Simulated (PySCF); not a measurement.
# Cs2: changing the method

Starting from one script, swap the method and compare what comes out for Cs2.

The runs use PySCF 2.14.0; each script names its method and basis.

2 further runs of the same task are left out: 2 that didn't finish.

### Step 1. The starting structure

Cs2: 2 atoms, charge 0, spin multiplicity 1.

No contacts short enough for the rule that draws bonds.

### Step 2. The base run

input.py reads:

```python
from pyscf import gto, scf

mol = gto.M(
    atom='Cs 0 0 0; Cs 0 0 4.631',
    basis='sbkjc',
    ecp={'Cs': 'sbkjc'},
    charge=0,
    spin=0,
    verbose=4,
)
mf = scf.RHF(mol)
mf.kernel()
mf.dip_moment()
print('orbital energies (hartree):', mf.mo_energy[..., max(0, mol.nelec[1]-3):mol.nelec[0]+3].round(4))
```

On the command line:

```bash
python input.py
```

### Step 3. Gradient

Run 1 changes step after the SCF: none → gradient.

input.py: that of step 2 with these lines changed.

```diff
@@ -12,2 +12,3 @@
 mf.kernel()
+mf.nuc_grad_method().kernel()
 mf.dip_moment()
```

### Step 4. MP2

Run 2 changes step after the SCF: none → mp2.

input.py: that of step 2 with these lines changed.

```diff
@@ -1,2 +1,2 @@
-from pyscf import gto, scf
+from pyscf import gto, scf, mp
 
@@ -12,2 +12,3 @@
 mf.kernel()
+mp.MP2(mf).kernel()
 mf.dip_moment()
```

### Step 5. Stability test

Run 3 changes step after the SCF: none → stability.

input.py: that of step 2 with these lines changed.

```diff
@@ -12,2 +12,3 @@
 mf.kernel()
+mf.stability(internal=True, external=True)
 mf.dip_moment()
```

### Step 6. CASCI

Run 4 changes step after the SCF: none → casci; active space: none → 2 electrons in 2 orbitals.

input.py: that of step 2 with these lines changed.

```diff
@@ -1,2 +1,2 @@
-from pyscf import gto, scf
+from pyscf import gto, scf, mcscf
 
@@ -12,2 +12,5 @@
 mf.kernel()
+mc = mcscf.CASCI(mf, 2, 2)
+mc.kernel()
+mc.analyze()
 mf.dip_moment()
```

### Step 7. B3lyp (RKS)

Run 5 changes functional: none (Hartree–Fock) → b3lyp; SCF type: RHF → RKS; step after the SCF: none → analyze.

input.py: that of step 2 with these lines changed.

```diff
@@ -1,2 +1,2 @@
-from pyscf import gto, scf
+from pyscf import gto, dft
 
@@ -10,4 +10,5 @@
 )
-mf = scf.RHF(mol)
+mf = dft.RKS(mol, xc='b3lyp')
 mf.kernel()
+mf.mulliken_pop()
 mf.dip_moment()
```

Q: Predict the outcome of this session. Wanted: for each run, E(SCF); from base; gap; after the SCF.

The runs gave:

```csv
run,E(SCF) (hartree),from base (eV),cycles,gap (eV),after the SCF
base,-0.240401,0,6,2.91,n/a
gradient,-0.240401,0.0000,6,2.91,n/a
MP2,-0.240401,0.0000,6,2.91,MP2 correlation -0.277 eV
stability test,-0.240401,0.0000,6,2.91,unstable: RHF/RKS -> UHF/UKS
CASCI,-0.240401,0.0000,6,2.91,CASCI correlation -0.083 eV
b3lyp (RKS),-0.272465,not comparable,5,1.17,n/a
```

In words: Total energies of different functionals can't be compared with each other; differences within one functional can.
